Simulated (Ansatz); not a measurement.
# C2H6SSi: the cost of one run

Method: RKS PBE-D4/6-31G, in Ansatz 0.2.0.

### Step 1. The system as given

Bond lengths: C1–C2 1.284 Å, C2–S3 1.747 Å, S3–Si4 2.192 Å, C1–H5 1.151 Å, C1–H6 1.095 Å, C2–H7 1.111 Å, Si4–H8 1.498 Å, Si4–H9 1.535 Å, Si4–H10 1.408 Å. Angles: C1–C2–S3 121.7°, C1–C2–H7 116.9°, S3–C2–H7 121.4°, C2–C1–H5 121.1°, C2–C1–H6 126.5°, H5–C1–H6 112.5°, C2–S3–Si4 102.7°, S3–Si4–H8 106.5°, S3–Si4–H9 106.5°, S3–Si4–H10 111.5°, H8–Si4–H9 109.4°, H8–Si4–H10 111.7°, H9–Si4–H10 111.1°.

Coordinates:

```xyz
10

C    -0.2843    2.2158    0.3685
C     0.0113    0.9682    0.2967
S    -0.8451   -0.1183   -0.7704
Si    0.2034   -2.0194   -0.4659
H    -1.1360    2.6616   -0.2647
H     0.1878    2.9598    1.0179
H     0.8555    0.6140    0.9268
H    -0.4799   -3.0255   -1.3397
H    -0.0027   -2.3989    1.0072
H     1.5731   -1.9084   -0.7734
```

### Step 2. End point A

File input.yaml:

```yaml
crystal:
  periodic: [false, false, false]
  atoms:
    - { symbol: C, position_ang: [-0.2843, 2.2158, 0.3685] }
    - { symbol: C, position_ang: [0.0113, 0.9682, 0.2967] }
    - { symbol: S, position_ang: [-0.8451, -0.1183, -0.7704] }
    - { symbol: Si, position_ang: [0.2034, -2.0194, -0.4659] }
    - { symbol: H, position_ang: [-1.136, 2.6616, -0.2647] }
    - { symbol: H, position_ang: [0.1878, 2.9598, 1.0179] }
    - { symbol: H, position_ang: [0.8555, 0.614, 0.9268] }
    - { symbol: H, position_ang: [-0.4799, -3.0255, -1.3397] }
    - { symbol: H, position_ang: [-0.0027, -2.3989, 1.0072] }
    - { symbol: H, position_ang: [1.5731, -1.9084, -0.7734] }
basis:
  gaussian: { orbitals: "6-31G" }
hamiltonian:
  xc: pbe
  dispersion: d4
relax:
  f_tol: 0.015
  max_steps: 40
output:
  orbitals: {}
```

Command:

```
$ ansatz run input.yaml --threads 1 --pin off --max-ram 2048MiB --backend cpu --events-out ev --progress --plain --runs-dir out
```

What time and memory should one allow on 1 thread of Intel Xeon at 2.50GHz (Skylake/Cascade Lake), shared host?

About 2 min, with a peak of 0.14 GiB.
